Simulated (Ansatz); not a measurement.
Born–Oppenheimer molecular dynamics of a periodic cell of 23 atoms, Ba$_{4}$Ti$_{4}$H$_{2}$O$_{13}$ (surface BaTiO3(110), adsorbate H2O, incident energy 1.5 eV, 0° from the normal). It starts from an unrelaxed structure (largest force component 6.57 eV/Å).

All numbers below come from Ansatz, DFT PBE-D3(BJ), scalar-relativistic, plane waves, PAW. Settings: accuracy low, cutoff 420 eV, k mesh 2x1x1, fermi-dirac smearing 0.05 eV, no spin polarisation.

```yaml
ensemble: NVE (velocity Verlet)
time_step: 0.5 fs
steps_asked: 500
starting_velocities: zero, but for any typed in the input
atoms_held: 1, 2, 3, 11, 12, 13
seed: 697652
```

Frames 5 fs apart, positions in Å.

Velocities at 115 fs (Å/ps):

```
Ba 0.00 0.00 0.00
Ti 0.00 0.00 0.00
O 0.00 0.00 0.00
O -12.27 -4.60 -8.94
O 7.70 -2.50 -12.43
Ba -2.66 0.12 3.68
Ti 1.33 2.24 1.41
O 7.03 1.35 -22.23
O -13.81 -5.54 10.66
O 16.64 -9.33 7.28
Ba 0.00 0.00 0.00
Ti 0.00 0.00 0.00
O 0.00 0.00 0.00
O -15.04 -0.25 -6.79
O 8.36 -1.29 -12.17
Ba -1.02 -0.09 7.62
Ti -0.99 -1.26 2.26
O -1.42 0.14 -19.08
O -10.46 3.03 10.80
O 17.16 0.20 8.73
O 10.02 -0.86 37.14
H 15.63 1.12 30.31
H 35.93 14.87 40.09
```

```xyz
23
Lattice="5.6566 0.0000 0.0000 0.0000 8.0360 0.0000 0.0000 0.0000 18.2424" Properties=species:S:1:pos:R:3 time_fs=115 energy_less_start_eV=-3.239 T=2157
Ba 0.000 0.000 1.000
Ti 2.828 2.081 1.000
O 2.828 3.954 1.000
O 1.597 1.931 1.918
O 4.061 1.933 1.929
Ba 2.707 0.008 4.336
Ti 5.715 1.964 4.043
O 5.852 4.052 2.987
O 4.454 2.292 5.014
O 1.387 1.957 4.983
Ba 0.000 4.018 1.000
Ti 2.828 6.099 1.000
O 2.828 7.972 1.000
O 1.594 5.943 1.910
O 4.067 5.960 1.931
Ba 2.813 4.026 4.486
Ti 5.702 5.875 4.059
O 5.661 8.073 3.111
O 4.394 5.699 5.032
O 1.395 6.035 4.986
O 4.455 8.113 6.833
H 4.999 8.869 6.528
H 5.063 7.355 6.869
23
Lattice="5.6566 0.0000 0.0000 0.0000 8.0360 0.0000 0.0000 0.0000 18.2424" Properties=species:S:1:pos:R:3 time_fs=120 energy_less_start_eV=-5.501 T=3184
Ba 0.000 0.000 1.000
Ti 2.828 2.081 1.000
O 2.828 3.954 1.000
O 1.479 1.904 1.915
O 4.157 1.918 1.909
Ba 2.696 0.009 4.353
Ti 5.720 1.974 4.034
O 5.887 4.057 2.938
O 4.373 2.260 5.080
O 1.482 1.911 5.036
Ba 0.000 4.018 1.000
Ti 2.828 6.099 1.000
O 2.828 7.972 1.000
O 1.465 5.943 1.915
O 4.165 5.950 1.911
Ba 2.808 4.025 4.523
Ti 5.696 5.870 4.057
O 5.654 8.072 3.061
O 4.335 5.720 5.098
O 1.488 6.038 5.042
O 4.509 8.110 7.017
H 5.025 8.869 6.695
H 5.203 7.428 7.059
23
Lattice="5.6566 0.0000 0.0000 0.0000 8.0360 0.0000 0.0000 0.0000 18.2424" Properties=species:S:1:pos:R:3 time_fs=125 energy_less_start_eV=-6.264 T=3532
Ba 0.000 0.000 1.000
Ti 2.828 2.081 1.000
O 2.828 3.954 1.000
O 1.305 1.878 1.957
O 4.318 1.906 1.941
Ba 2.687 0.008 4.370
Ti 5.721 1.985 4.009
O 5.923 4.056 3.020
O 4.301 2.214 5.147
O 1.563 1.871 5.098
Ba 0.000 4.018 1.000
Ti 2.828 6.099 1.000
O 2.828 7.972 1.000
O 1.288 5.952 1.959
O 4.324 5.941 1.943
Ba 2.802 4.023 4.558
Ti 5.690 5.867 4.040
O 5.648 8.070 3.108
O 4.291 5.756 5.165
O 1.560 6.042 5.102
O 4.569 8.107 7.201
H 4.977 8.935 6.854
H 5.280 7.445 7.237
23
Lattice="5.6566 0.0000 0.0000 0.0000 8.0360 0.0000 0.0000 0.0000 18.2424" Properties=species:S:1:pos:R:3 time_fs=130 energy_less_start_eV=-5.171 T=3035
Ba 0.000 0.000 1.000
Ti 2.828 2.081 1.000
O 2.828 3.954 1.000
O 1.157 1.867 1.994
O 4.461 1.909 1.975
Ba 2.683 0.005 4.386
Ti 5.720 1.994 3.986
O 5.953 4.045 3.207
O 4.272 2.152 5.188
O 1.593 1.845 5.143
Ba 0.000 4.018 1.000
Ti 2.828 6.099 1.000
O 2.828 7.972 1.000
O 1.143 5.977 1.992
O 4.466 5.937 1.978
Ba 2.795 4.020 4.592
Ti 5.686 5.867 4.023
O 5.641 8.066 3.239
O 4.287 5.806 5.208
O 1.581 6.043 5.144
O 4.628 8.108 7.384
H 4.905 8.953 7.007
H 5.352 7.470 7.367
23
Lattice="5.6566 0.0000 0.0000 0.0000 8.0360 0.0000 0.0000 0.0000 18.2424" Properties=species:S:1:pos:R:3 time_fs=135 energy_less_start_eV=-4.918 T=2920
Ba 0.000 0.000 1.000
Ti 2.828 2.081 1.000
O 2.828 3.954 1.000
O 1.077 1.875 2.009
O 4.542 1.932 1.991
Ba 2.682 0.002 4.401
Ti 5.716 2.001 3.972
O 5.974 4.022 3.453
O 4.291 2.078 5.195
O 1.562 1.838 5.165
Ba 0.000 4.018 1.000
Ti 2.828 6.099 1.000
O 2.828 7.972 1.000
O 1.069 6.015 1.998
O 4.545 5.942 1.997
Ba 2.789 4.016 4.625
Ti 5.682 5.872 4.015
O 5.636 8.060 3.424
O 4.327 5.865 5.220
O 1.547 6.039 5.163
O 4.679 8.109 7.573
H 4.899 8.949 7.104
H 5.463 7.540 7.420
23
Lattice="5.6566 0.0000 0.0000 0.0000 8.0360 0.0000 0.0000 0.0000 18.2424" Properties=species:S:1:pos:R:3 time_fs=140 energy_less_start_eV=-5.759 T=3303
Ba 0.000 0.000 1.000
Ti 2.828 2.081 1.000
O 2.828 3.954 1.000
O 1.079 1.903 1.997
O 4.545 1.972 1.984
Ba 2.686 -0.003 4.416
Ti 5.711 2.003 3.972
O 5.982 3.990 3.714
O 4.346 2.001 5.172
O 1.481 1.851 5.167
Ba 0.000 4.018 1.000
Ti 2.828 6.099 1.000
O 2.828 7.972 1.000
O 1.077 6.057 1.974
O 4.547 5.953 1.996
Ba 2.784 4.011 4.659
Ti 5.680 5.883 4.016
O 5.632 8.052 3.631
O 4.394 5.927 5.203
O 1.468 6.031 5.161
O 4.733 8.113 7.759
H 4.869 8.894 7.194
H 5.516 7.629 7.450
23
Lattice="5.6566 0.0000 0.0000 0.0000 8.0360 0.0000 0.0000 0.0000 18.2424" Properties=species:S:1:pos:R:3 time_fs=145 energy_less_start_eV=-6.754 T=3755
Ba 0.000 0.000 1.000
Ti 2.828 2.081 1.000
O 2.828 3.954 1.000
O 1.161 1.946 1.959
O 4.472 2.023 1.957
Ba 2.692 -0.009 4.431
Ti 5.705 2.000 3.986
O 5.977 3.953 3.958
O 4.414 1.925 5.130
O 1.372 1.878 5.152
Ba 0.000 4.018 1.000
Ti 2.828 6.099 1.000
O 2.828 7.972 1.000
O 1.164 6.096 1.926
O 4.475 5.968 1.977
Ba 2.780 4.006 4.693
Ti 5.681 5.900 4.028
O 5.632 8.040 3.829
O 4.463 5.990 5.173
O 1.369 6.023 5.145
O 4.795 8.122 7.939
H 4.739 8.883 7.304
H 5.525 7.614 7.522
23
Lattice="5.6566 0.0000 0.0000 0.0000 8.0360 0.0000 0.0000 0.0000 18.2424" Properties=species:S:1:pos:R:3 time_fs=150 energy_less_start_eV=-6.183 T=3495
Ba 0.000 0.000 1.000
Ti 2.828 2.081 1.000
O 2.828 3.954 1.000
O 1.298 1.995 1.905
O 4.347 2.075 1.915
Ba 2.699 -0.016 4.447
Ti 5.699 1.994 4.008
O 5.958 3.921 4.163
O 4.460 1.854 5.092
O 1.272 1.910 5.137
Ba 0.000 4.018 1.000
Ti 2.828 6.099 1.000
O 2.828 7.972 1.000
O 1.305 6.124 1.864
O 4.351 5.984 1.943
Ba 2.776 4.000 4.729
Ti 5.687 5.921 4.041
O 5.637 8.022 3.993
O 4.498 6.050 5.152
O 1.284 6.020 5.131
O 4.862 8.137 8.108
H 4.590 8.819 7.480
H 5.477 7.571 7.625
23
Lattice="5.6566 0.0000 0.0000 0.0000 8.0360 0.0000 0.0000 0.0000 18.2424" Properties=species:S:1:pos:R:3 time_fs=155 energy_less_start_eV=-3.664 T=2349
Ba 0.000 0.000 1.000
Ti 2.828 2.081 1.000
O 2.828 3.954 1.000
O 1.442 2.042 1.854
O 4.217 2.120 1.878
Ba 2.709 -0.024 4.463
Ti 5.695 1.986 4.024
O 5.924 3.904 4.316
O 4.445 1.790 5.082
O 1.225 1.937 5.147
Ba 0.000 4.018 1.000
Ti 2.828 6.099 1.000
O 2.828 7.972 1.000
O 1.446 6.138 1.813
O 4.217 5.999 1.913
Ba 2.773 3.993 4.765
Ti 5.694 5.943 4.046
O 5.649 7.995 4.106
O 4.471 6.107 5.158
O 1.250 6.023 5.140
O 4.926 8.153 8.280
H 4.494 8.744 7.625
H 5.410 7.537 7.685
```

Of the whole run (250 fs, mean temperature of the second half 2836 K): The conserved energy stayed within 0.28 meV per atom of its start (net change -0.14 meV per atom), so the integration is sound. A run of 0.25 ps of so small a system gives no equilibrium averages. Limits of this set-up: coarse k mesh, thin slab, slab without dipole correction, a typed lattice constant that wasn't relaxed here, low accuracy level.

Time of the run: 45 min on 2 threads of Arm Neoverse V1 (shared host), peak memory 1.4 GiB.
